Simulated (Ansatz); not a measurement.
**ClFGeH₂N radical: up Jacob's ladder to CCSD(T)**

One table from this session's results is given with a row withheld; the runs are named, their logs left out.

Computed with Ansatz 0.2.0, Gaussian basis. Level: functionals in def2-TZVPP, the program's frozen cores in correlated methods.

Levels to be run: LDA (SPW92), PBE-D4, revPBE-D4, BLYP-D4, r2SCAN-D4, B97M-V, PBE0-D4, B3LYP-D4, r2SCANh-D4, r2SCAN0-D4, HSE06-D4, BHLYP-D4, CAM-B3LYP-D4, LC-ωPBE, ωB97X-V, ωB97M-V, B2PLYP, PBE-QIDH; CCSD(T)/def2-SVP; CCSD(T)/def2-TZVPP; MP2/def2-QZVPP; extrapolation to the limit; RPA on PBE.

## The geometry

An earlier PBE0-D4 in a triple-zeta def2 set relaxation fixed the geometry.

SMILES `[NH2][Ge]([F])[Cl]`, 6 atoms, charge 0, spin multiplicity 2.

Atoms are counted from 1 here; the program's logs count them from 0.

Bond lengths: N1–Ge2 1.833 Å, N1–H5 1.013 Å, N1–H6 1.012 Å, Ge2–F3 1.741 Å, Ge2–Cl4 2.161 Å. Angles: Ge2–N1–H5 114.0°, Ge2–N1–H6 114.9°, H5–N1–H6 109.8°, N1–Ge2–F3 103.1°, N1–Ge2–Cl4 107.4°, F3–Ge2–Cl4 107.9°.

The first run:

in.yaml

```yaml
crystal:
  periodic: [false, false, false]
  atoms:
    - {symbol: N, position_ang: [0.006099, 0.949491, -0.165969]}
    - {symbol: Ge, position_ang: [-0.245387, -0.765987, 0.428783]}
    - {symbol: F, position_ang: [1.318166, -1.196693, 1.060813]}
    - {symbol: Cl, position_ang: [-0.623940, -2.000026, -1.304409]}
    - {symbol: H, position_ang: [0.392412, 1.574504, 0.531441]}
    - {symbol: H, position_ang: [-0.805251, 1.374809, -0.596760]}
basis:
  gaussian: {orbitals: def2-TZVPP}
magnetization: {spin_polarized: true, initial_magnetization: 1}
hamiltonian: {xc: lda}
output: {orbitals: {seedname: orbitals}}
```

Run with:

```sh
$ ansatz run in.yaml --threads 2 --pin off --events-out ev --progress --plain --max-ram 22528MiB --backend cpu
```

Steps of the session up to this table: LDA; PBE-D4 (GGA); revPBE-D4 (GGA); BLYP-D4 (GGA); r2SCAN-D4 (meta-GGA); B97M-V (meta-GGA); B3LYP-D4 (hybrid); r2SCANh-D4 (hybrid); r2SCAN0-D4 (hybrid); HSE06-D4 (hybrid); BHLYP-D4 (hybrid); CAM-B3LYP-D4 (range-separated); LC-ωPBE (range-separated); ωB97X-V (range-separated); ωB97M-V (range-separated); B2PLYP (double hybrid); PBE-QIDH (double hybrid).

One table of the session follows, with a row left open; its other results are not shown here.

```
  functional  HOMO (eV)  LUMO (eV)  gap (eV)
 LDA (SPW92)      -5.71      -4.91      0.80
      PBE-D4      -5.61      -4.53      1.08
   revPBE-D4      -5.56      -4.39      1.18
     BLYP-D4      -5.45      -4.54      0.92
   r2SCAN-D4      -6.03      -4.23      1.80
      B97M-V      -5.89      -4.51      1.38
     PBE0-D4      -6.90      -3.65      3.24
    B3LYP-D4      -6.64      -4.05      2.59
  r2SCANh-D4      -6.50      -3.91      2.60
  r2SCAN0-D4      -7.21      -3.42      3.80
    HSE06-D4      -6.50      -4.02      2.48
    BHLYP-D4      -8.03      -2.85      5.19
CAM-B3LYP-D4      -8.19      -2.78      5.41
     LC-ωPBE      -9.57      -1.40      8.17
     ωB97X-V      -9.09      -1.77      7.32
     ωB97M-V          ?          ?         ?
```

**Question.** Estimate the row for ωB97M-V.

As computed: HOMO (eV): -8.92; LUMO (eV): -1.83; gap (eV): 7.09. In the column «HOMO (eV)» it lies between ωB97X-V (-9.09) and CAM-B3LYP-D4 (-8.19).
